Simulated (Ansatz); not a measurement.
**NbTe in Ansatz: the effect of functional**

Crystal: NbTe.

```xyz
2
Lattice="3.7030 0.0000 0.0000 -1.8515 3.2069 0.0000 0.0000 0.0000 3.6942" Properties=species:S:1:pos:R:3 pbc="T T T"
Te    1.8515    1.0690    0.0000
Nb    0.0000    0.0000    1.8471
```

The cell comes from a database or a generator and needn't be the stable form of this composition.

Alike in all runs:

* Program: Ansatz 0.2.0
* Task: band structure
* Potentials or basis: all-electron LAPW, scalar-relativistic
* Cutoff: 233 eV (chosen from the basis error)
* Basis error allowed: 0.001 eV/atom
* k mesh: 8 × 8 × 7
* Occupations: fermi-dirac, width 0.05 eV
* Spin: no spin polarisation

| functional | pressure (GPa) |
| --- | --- |
| PBE | ? |
| LDA | -7.5 |
| PBEsol | -5.2 |

Q: What does the run with functional PBE give?

A: Pressure -0.6 GPa.
